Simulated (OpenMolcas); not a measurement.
# Mn⁴⁺ among point charges: CASSCF and CASPT2 levels and susceptibility

How does a field of 4 point charges split the states of Mn⁴⁺, and what χT follows?

The numbers are computed with OpenMolcas 26.06 (state-averaged CASSCF and CASPT2, spin-orbit coupling by RASSI with atomic mean-field integrals), except any that are marked as measured or tabulated.

## 1. What is computed

```
Species                           : Mn⁴⁺ (manganese, Z = 25, 21 electrons)
Basis                             : ANO-RCC-VDZP [5s4p2d1f], 34 functions
Scalar Hamiltonian                : DKH2, point nucleus
Inactive shells                   : 1s 2s 2p 3s 3p
Active space                      : 3 electrons in 5 orbitals (3d)
Some configurations of this space : 3d3
Orbitals                          : optimised for each spin and parity, averaged over all roots
```

The outer shells:

3d3
```
3d [↑ ][↑ ][↑ ][  ][  ]
```

The ion sits among 4 point charges of -3 e arranged as a tetrahedron (Td), 1.58 Å from the ion.

Each step is its own input file, run in one work folder so that later steps find the files of earlier ones. Labels, J, g values, rates, χT and fits are worked out afterwards by a script from the matrices that RASSI stores.

## 2. Basis and integrals

File a.inp:

```
&GATEWAY
Coord
1

Mn 0.0 0.0 0.0
Basis=ANO-RCC-VDZP
Group=NoSym
NoMove
AngMom=0.0 0.0 0.0
AMFI
XField
4 Angstrom 0
0.912213 0.912213 0.912213 -3.000000
0.912213 -0.912213 -0.912213 -3.000000
-0.912213 0.912213 -0.912213 -3.000000
-0.912213 -0.912213 0.912213 -3.000000
&SEWARD
```

Launch:

```bash
> OMP_NUM_THREADS=1 MOLCAS_MEM=1689 MOLCAS_PROJECT=a pymolcas a.inp > a.log
```

## 3. CASSCF: quartets, 10 roots

File a.inp:

```
&RASSCF
FileOrb=start.orb
Symmetry=1
Spin=4
nActEl=3 0 0
Inactive=9
Ras2=5
CIRoot=10 10 1
SDav=10
CIMx=300
Iter=120 100
PrWF=0.3
OrbListing=Nothing
MaxOrb=0
>>> COPY $Project.JobIph JOB001
```

start.orb holds the contracted functions of the basis, ordered by shell, or the orbitals of the step before.

## 4. CASSCF: doublets, 40 roots

File a.inp:

```
&RASSCF
FileOrb=start.orb
Symmetry=1
Spin=2
nActEl=3 0 0
Inactive=9
Ras2=5
CIRoot=40 40 1
SDav=40
CIMx=300
Iter=120 100
PrWF=0.3
OrbListing=Nothing
MaxOrb=0
>>> COPY $Project.JobIph JOB002
```

## 5. State interaction with spin-orbit coupling

File a.inp:

```
&RASSI
NrOfJobIphs=2 10 40
1 2 3 4 5 6 7 8 9 10
1 2 3 4 5 6 7 8 9 10 11 12 13 14 15 16 17 18 19 20 21 22 23 24 25 26 27
28 29 30 31 32 33 34 35 36 37 38 39 40
IphNames
JOB001
JOB002
EJob
SpinOrbit
DIPRint=1.0
SOCoupling=1000.0
Subsets=2
Property=9
'ANGMOM' 1 'ANGMOM' 2 'ANGMOM' 3 'MLTPL  1' 1 'MLTPL  1' 2 'MLTPL  1' 3
'AMFI' 1 'AMFI' 2 'AMFI' 3
SOProperty=3
'ANGMOM' 1 'ANGMOM' 2 'ANGMOM' 3
```

## 6. CASPT2: IPEA 0.25, imaginary shift 0.1 (closed shells correlated: 3s 3p)

File a.inp:

```
>>> COPY JOB001 $Project.JobIph
&CASPT2
Multistate=10 1 2 3 4 5 6 7 8 9 10
NoMult
Frozen=5
IPEA=0.25
Imaginary=0.1
MaxIter=60
WThr=0.0 0.3 0.05
PrWF=0.5
NoMix
>>> COPY JOB002 $Project.JobIph
&CASPT2
Multistate=40 1 2 3 4 5 6 7 8 9 10 11 12 13 14 15 16 17 18 19 20 21 22
23 24 25 26 27 28 29 30 31 32 33 34 35 36 37 38 39 40
NoMult
Frozen=5
IPEA=0.25
Imaginary=0.1
MaxIter=60
WThr=0.0 0.3 0.05
PrWF=0.5
NoMix
```

(Steps that only read results are left out.)

Before running it: what results should come out? Wanted: spin-free ground state; first state of the same spin within the active space; lowest level; next level.

**Answer**, as computed:

| quantity | value |
| --- | --- |
| method | SS-CASPT2, IPEA 0.25, imaginary shift 0.1 (closed shells correlated: 3s 3p) |
| spin-free ground state | 4T1, 3-fold in its orbital part |
| first state of the same spin within the active space | 4T2 at 3310 cm⁻¹ |
| lowest level | 4-fold Γ8 |
| next level | 84.9 cm⁻¹ |
| χT at 300 K | 0.97 cm³ K/mol |
| effective moment at 300 K | 2.78 μB |

Cost by method:

```tsv
method	time of its own steps	time with the reference
A. CASSCF	16 s	16 s
B. SS-CASPT2, IPEA 0.25, imaginary shift 0.1, +3s 3p	7.7 s	23 s
```

Times are of one thread on a shared host.

In words: The spin-free ground state (4T1) comes to 99 % from free-ion F terms and keeps the highest spin of the shell. χT at 300 K is 0.97, against 1.88 cm³ K/mol for the spin alone, so spin-orbit coupling lowers it. A ligand-field fit to the states below 45000 cm-1 gives 10Dq = -4058 cm-1, B = 1136 cm-1 and C = 4597 cm-1 (C/B = 4.05), with a deviation of 569 cm-1. CASPT2 does not keep the components of a term degenerate, and the means are used. The field of point charges can differ much from that of real complexes. This is an electrostatic model: the charges have no orbitals.
